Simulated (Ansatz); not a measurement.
# C2H7InNO radical: one species, many methods

How much do the methods differ for C2H7InNO radical? The plan is to run it at one geometry with functionals of several rungs and with coupled cluster, and see how far each lands from CCSD(T) at the basis-set limit for the atomisation energy.

Program: Ansatz 0.2.0, Gaussian basis. Level of theory: functionals in def2-TZVPP, the program's frozen cores in correlated methods. These are calculated values, not measurements.

The runs, in order: LDA (SPW92), PBE-D4, revPBE-D4, BLYP-D4, r2SCAN-D4, B97M-V, PBE0-D4, B3LYP-D4, r2SCANh-D4, r2SCAN0-D4, HSE06-D4, BHLYP-D4, CAM-B3LYP-D4, LC-ωPBE, ωB97X-V, ωB97M-V, B2PLYP, PBE-QIDH; CCSD(T)/def2-SVP; CCSD(T)/def2-TZVPP; MP2/def2-QZVPP; extrapolation to the limit; RPA on PBE.

## Step 1: The relaxed structure

All runs share one geometry, relaxed beforehand with PBE0-D4 in a triple-zeta def2 set. In takes the def2 core potential; no spin-orbit term is included.

SMILES `C[N](C)[In][OH]`, 12 atoms, charge 0, spin multiplicity 2.

Atoms are counted from 1 here; the program's logs count them from 0.

Bond lengths: C1–N2 1.426 Å, C1–H6 1.101 Å, C1–H7 1.092 Å, C1–H8 1.097 Å, N2–C3 1.426 Å, N2–In4 2.578 Å, C3–H9 1.101 Å, C3–H10 1.092 Å, C3–H11 1.097 Å, In4–O5 2.079 Å, O5–H12 0.960 Å. Angles: N2–C1–H6 107.3°, N2–C1–H7 110.5°, N2–C1–H8 112.9°, H6–C1–H7 107.8°, H6–C1–H8 108.3°, H7–C1–H8 109.9°, C1–N2–C3 114.2°, C1–N2–In4 114.9°, C3–N2–In4 114.8°, N2–C3–H9 107.5°, N2–C3–H10 110.6°, N2–C3–H11 112.8°, H9–C3–H10 107.8°, H9–C3–H11 108.1°, H10–C3–H11 109.9°, N2–In4–O5 72.1°, In4–O5–H12 116.3°.

## Step 2: LDA

This LDA is Slater exchange with PW92 correlation.

The input, in.yaml:

```yaml
crystal:
  periodic: [false, false, false]
  atoms:
    - {symbol: C, position_ang: [-1.140473, -0.752767, 0.410994]}
    - {symbol: N, position_ang: [0.022474, -0.685603, -0.410974]}
    - {symbol: C, position_ang: [1.248153, -0.633711, 0.315350]}
    - {symbol: In, position_ang: [-0.138628, 0.966597, -2.383175]}
    - {symbol: O, position_ang: [-0.149818, 2.070438, -0.621094]}
    - {symbol: H, position_ang: [-1.343711, 0.266122, 0.775068]}
    - {symbol: H, position_ang: [-2.004589, -1.076353, -0.173669]}
    - {symbol: H, position_ang: [-1.010689, -1.408897, 1.280607]}
    - {symbol: H, position_ang: [1.367492, 0.394813, 0.689084]}
    - {symbol: H, position_ang: [2.093142, -0.850749, -0.341880]}
    - {symbol: H, position_ang: [1.260603, -1.313706, 1.176300]}
    - {symbol: H, position_ang: [-0.203956, 3.023825, -0.716621]}
basis:
  gaussian: {orbitals: def2-TZVPP}
magnetization: {spin_polarized: true, initial_magnetization: 1}
hamiltonian: {xc: lda}
output: {orbitals: {seedname: orbitals}}
```

Run with:

```sh
> ansatz run in.yaml --threads 2 --pin off --events-out ev --progress --plain --max-ram 32768MiB --backend cuda --devices 0, --max-vram 18GiB
```

Further steps of the session: PBE-D4 (GGA); revPBE-D4 (GGA); BLYP-D4 (GGA); r2SCAN-D4 (meta-GGA); B97M-V (meta-GGA); PBE0-D4 (hybrid); B3LYP-D4 (hybrid); r2SCANh-D4 (hybrid); r2SCAN0-D4 (hybrid); HSE06-D4 (hybrid); BHLYP-D4 (hybrid); CAM-B3LYP-D4 (range-separated); LC-ωPBE (range-separated); ωB97X-V (range-separated); ωB97M-V (range-separated); B2PLYP (double hybrid); PBE-QIDH (double hybrid); CCSD(T) in def2-SVP; CCSD(T) in def2-TZVPP; MP2 in def2-QZVPP; RPA on PBE orbitals.

Q: Predict the results of all the runs planned. Wanted: atomisation energy, CCSD(T)/CBS; farthest beyond LDA; mean size of error, GGA; mean size of error, meta-GGA; mean size of error, hybrid; mean size of error, range-separated; mean size of error, double hybrid; gap, smallest and largest; T1 diagnostic.

As calculated:

```
                               quantity                                                                                                                    value
        atomisation energy, CCSD(T)/CBS                                                                                                                42.934 eV
    functionals within 0.429 eV (1.0 %)  revPBE-D4, BLYP-D4, r2SCAN-D4, B97M-V, PBE0-D4, B3LYP-D4, r2SCANh-D4, HSE06-D4, CAM-B3LYP-D4, LC-ωPBE, ωB97X-V, ωB97M-V
                    farthest beyond LDA                                                                                                     BHLYP-D4 (-1.360 eV)
                mean size of error, GGA                                                                                                                 0.465 eV
           mean size of error, meta-GGA                                                                                                                 0.037 eV
             mean size of error, hybrid                                                                                                                 0.432 eV
    mean size of error, range-separated                                                                                                                 0.158 eV
      mean size of error, double hybrid                                                                                                                 0.590 eV
              gap, smallest and largest                                                                                 0.60 eV (LDA (SPW92)), 8.06 eV (LC-ωPBE)
                          T1 diagnostic                                                                                                                   0.0175
triples share of the correlation energy                                                                                                                    3.5 %
```

The LDA atomisation energy is off by 6.497 eV (15 %): it overbinds. PBE-D4 is off by +1.019 eV. Double hybrids carry the basis error of their MP2 part in triple zeta, and no dispersion term here, so their miss is partly the set-up's. The rungs meta-GGA, range-separated miss on average by less than the doubt on the reference (0.429 eV), so they tie. The reference freezes the cores and leaves out spin-orbit coupling and excitations past (T), and its outer-core shells are covered unevenly, so misses under about 0.429 eV can't be ranked. All levels share the lack of spin-orbit coupling, which lowers the free heavy atoms and so the true binding. Hartree-Fock recovers 70 % of the binding; the rest is correlation. CCSD(T) in def2-SVP is off by -2.645 eV, which most functionals beat. Orbital gaps span 0.6 to 8.1 eV; exact exchange widens them. Correlated methods include outer-core shells of In, which these sets cover unevenly.
